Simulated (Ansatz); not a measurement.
# La3GePd3: the cost of one run

Method: reference: DFT PBE, plane waves, PAW, scalar-relativistic, no spin polarisation, in Ansatz 0.2.0.

### 1 The starting structure

Symmetry: Pm-3m, No. 221, cubic system. Conventional cell: a = 5.601 Å, b = 5.601 Å, c = 5.601 Å, α = 90.00°, β = 90.00°, γ = 90.00°. Around La (site symmetry 4/mmm) lie 4 Pd at 2.80 Å and 2 Ge at 2.80 Å. Pd (site symmetry 4/mmm) is surrounded by 4 La at 2.80 Å. Around Ge (site symmetry m-3m) lie 6 La at 2.80 Å.

Structure file:

```cif
data_structure
_symmetry_space_group_name_H-M 'P 1'
_symmetry_Int_Tables_number 1
_cell_length_a 5.6014
_cell_length_b 5.6014
_cell_length_c 5.6014
_cell_angle_alpha 90.000
_cell_angle_beta 90.000
_cell_angle_gamma 90.000
_cell_volume 175.75
loop_
_atom_site_label
_atom_site_type_symbol
_atom_site_fract_x
_atom_site_fract_y
_atom_site_fract_z
_atom_site_occupancy
La1 La 0.50000 0.50000 0.00000 1
La2 La 0.00000 0.50000 0.50000 1
La3 La 0.50000 0.00000 0.50000 1
Pd1 Pd 0.50000 0.00000 0.00000 1
Pd2 Pd 0.00000 0.50000 0.00000 1
Pd3 Pd 0.00000 0.00000 0.50000 1
Ge1 Ge 0.50000 0.50000 0.50000 1
```

### 2 Reference

Contents of input.yaml:

```yaml
crystal:
  lattice:
    - [5.601383, 0.0, 0.0]
    - [0.0, 5.601383, 0.0]
    - [0.0, 0.0, 5.601383]
  atoms:
    - { symbol: La, position: [0.5, 0.5, 0.0] }
    - { symbol: La, position: [0.0, 0.5, 0.5] }
    - { symbol: La, position: [0.5, 0.0, 0.5] }
    - { symbol: Pd, position: [0.5, 0.0, 0.0] }
    - { symbol: Pd, position: [0.0, 0.5, 0.0] }
    - { symbol: Pd, position: [0.0, 0.0, 0.5] }
    - { symbol: Ge, position: [0.5, 0.5, 0.5] }
  symmetry: { tolerance: 0.0003 }
kpoints:
  mp_grid: { grid: [3, 3, 3], shift: [0, 0, 0] }
magnetization:
  spin_polarized: false
scf:
  occupations: { method: gaussian, width: 0.0294 }
hamiltonian:
  pseudopotentials: { kind: paw }
  xc: pbe
basis:
  ecutwfc: 420
output:
  forces: true
  stress: true
  eigenvalues: true
```

Launch:

```
> ansatz run input.yaml --threads 1 --pin off --max-ram 2560MiB --backend cpu --events-out ev --progress --plain --runs-dir out
```

Q: Estimate wall time and peak memory on 1 thread of Arm Neoverse V1, shared host.

About 5.6 s, with a peak of 0.44 GiB.
